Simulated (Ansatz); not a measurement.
# C3H4BrCl: the cost of one run

All numbers below are computed with Ansatz 0.2.0 (RKS r2SCAN-D4/def2-SVP).

### Step 1. The starting structure

Bond lengths: C1–C2 1.355 Å, C2–C3 1.489 Å, C3–Cl4 1.746 Å, C3–Br5 1.933 Å, C1–H6 1.126 Å, C1–H7 1.073 Å, C2–H8 1.045 Å, C3–H9 1.140 Å. Angles: C1–C2–C3 124.0°, C1–C2–H8 120.4°, C3–C2–H8 115.6°, C2–C1–H6 117.2°, C2–C1–H7 124.7°, H6–C1–H7 117.5°, C2–C3–Cl4 112.4°, C2–C3–Br5 109.9°, C2–C3–H9 109.3°, Cl4–C3–Br5 111.0°, Cl4–C3–H9 106.2°, Br5–C3–H9 107.8°.

As a file:

```xyz
9

C     0.0670    0.5737    1.3501
C    -0.4925    0.0299    0.2428
C     0.2850   -0.4393   -0.9368
Cl    0.1289   -2.1587   -1.1947
Br   -0.2445    0.5497   -2.5112
H    -0.6325    0.9481    2.1485
H     1.1098    0.8014    1.4591
H    -1.5265   -0.1070    0.1851
H     1.3937   -0.2440   -0.7602
```

### Step 2. End point A

input.yaml reads:

```yaml
crystal:
  periodic: [false, false, false]
  atoms:
    - { symbol: C, position_ang: [0.067, 0.5737, 1.3501] }
    - { symbol: C, position_ang: [-0.4925, 0.0299, 0.2428] }
    - { symbol: C, position_ang: [0.285, -0.4393, -0.9368] }
    - { symbol: Cl, position_ang: [0.1289, -2.1587, -1.1947] }
    - { symbol: Br, position_ang: [-0.2445, 0.5497, -2.5112] }
    - { symbol: H, position_ang: [-0.6325, 0.9481, 2.1485] }
    - { symbol: H, position_ang: [1.1098, 0.8014, 1.4591] }
    - { symbol: H, position_ang: [-1.5265, -0.107, 0.1851] }
    - { symbol: H, position_ang: [1.3937, -0.244, -0.7602] }
basis:
  gaussian: { orbitals: def2-SVP }
hamiltonian:
  xc: r2scan
  dispersion: d4
relax:
  f_tol: 0.02
  max_steps: 50
output:
  orbitals: {}
```

Launch:

```console
> ansatz run input.yaml --threads 2 --pin off --max-ram 3072MiB --backend cpu --events-out ev --progress --plain --runs-dir out
```

Q: Estimate wall time and peak memory on 2 threads of AMD EPYC 9R45 (Zen 5), shared host.

About 12 s, with a peak of 0.2 GiB.
